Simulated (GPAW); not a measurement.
A run of GPAW 26.7.0:

Contents of run.py:

```python
import numpy as np
from ase.dft.bandgap import bandgap
from ase.io import read, write
from ase.units import GPa
from gpaw import GPAW, PW
from gpaw.spinorbit import soc_eigenstates

atoms = read('POSCAR')

calc = GPAW(mode=PW(600),
            xc='LDA',
            kpts={'size': (11, 11, 6), 'gamma': True},
            occupations={'name': 'fermi-dirac', 'width': 0.05},
            nbands=29,
            convergence={'density': 1e-05, 'energy': 1e-05},
            maxiter=150,
            txt='gpaw.txt')
atoms.calc = calc
energy = atoms.get_potential_energy()
forces = atoms.get_forces()
stress = atoms.get_stress()
calc.write('gs.gpw')
write('result.traj', atoms)
print(f'Energy: {energy:.6f} eV')
print('Forces (eV/A):')
print(forces.round(4))
print('Stress (GPa):', (stress / GPa).round(3))
print('Fermi level:', round(calc.get_fermi_level(), 4), 'eV')
print(f'Gap: {bandgap(calc)[0]:.4f} eV, direct: {bandgap(calc, direct=True)[0]:.4f} eV')

path = atoms.cell.bandpath('GMKGALHA,LM,KH', npoints=60, eps=1e-4)
bs_calc = calc.fixed_density(kpts=path, symmetry='off', nbands=41,
                             convergence={'bands': 'CBM+6.0', 'eigenstates': 1e-6}, txt='bands.txt')
bs = bs_calc.band_structure()
bs.write('bs.json')
print(f'Gap on the path: {bandgap(bs_calc)[0]:.4f} eV')

soc = soc_eigenstates(bs_calc, theta=0, phi=0)
np.savetxt('soc_bands.dat', soc.eigenvalues(), fmt='%.4f')
mesh = soc_eigenstates('gs.gpw', theta=0, phi=0)
np.savetxt('soc_mesh.dat', mesh.eigenvalues(), fmt='%.4f')
print('Fermi level with spin-orbit coupling:', round(mesh.fermi_level, 4), 'eV')
```

Contents of POSCAR:

```
AgRh
1.0
    2.7775881998      0.0000000000      0.0000000000
   -1.3887940999      2.4054619423      0.0000000000
    0.0000000000      0.0000000000      4.8086020000
Ag Rh
1 1
Direct
    0.0000000000      0.0000000000      0.5000000000
    0.6666666667      0.3333333333      0.0000000000
```

Potentials or basis: the program's PAW data sets (release 1.2.1) made for this functional, pw.

Command:

```bash
$ OMP_NUM_THREADS=1 python run.py
```

Hardware: 1 thread of Arm Neoverse V1, with other jobs on the host.

Q: How long does it take, and how much memory?

A: It took 59 s on 1 thread of Arm Neoverse V1, on a shared host, peak memory 0.36 GiB. Counts: scf iterations 16, plane waves 1099, bands 29, k points 64.
